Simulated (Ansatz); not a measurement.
## WS in Ansatz: the effect of functional

The system is WS.

```
CELL_PARAMETERS angstrom
3.00789 0.00000 0.00000
0.00000 3.00789 0.00000
0.00000 0.00000 3.00789
ATOMIC_POSITIONS crystal
W 0.50000 0.50000 0.50000
S 0.00000 0.00000 0.00000
```

The cell was built by a generator and needn't be a form met in nature.

Alike in all runs:

| Item | Value |
| --- | --- |
| Program | Ansatz 0.2.0 |
| Task | projected density of states |
| Potentials or basis | Ansatz PAW |
| k mesh | 5 × 5 × 5 |
| Occupations | fermi-dirac, width 0.05 eV |
| Spin | no spin polarisation |

```csv
functional,cutoff,pressure (GPa)
LDA,420 eV (not typed: the program's choice for these potentials),-11.7
PBE,420 eV (not typed: the program's choice for these potentials),?
PBEsol,420 eV (not typed: the program's choice for these potentials),-7.8
RPBE,420 eV (not typed: the program's choice for these potentials),3.4
revPBE,420 eV (not typed: the program's choice for these potentials),2.5
BLYP,420 eV (not typed: the program's choice for these potentials),14.2
r2SCAN,500 eV (not typed: the program's choice for these potentials),-2.9
HSE06,420 eV (not typed: the program's choice for these potentials),-8.0
PBE0,420 eV (not typed: the program's choice for these potentials),-8.4
r2SCAN0,500 eV (not typed: the program's choice for these potentials),-9.9
```

Q: What does the run with functional PBE give?

A: Pressure 0.2 GPa.

Caveats: all runs use coarse meshes; the PAW data sets come from PBE, with cores solved anew for the run's functional, which leaves a small shift of forces and pressure (some runs); the thresholds are loose for stress (some runs).
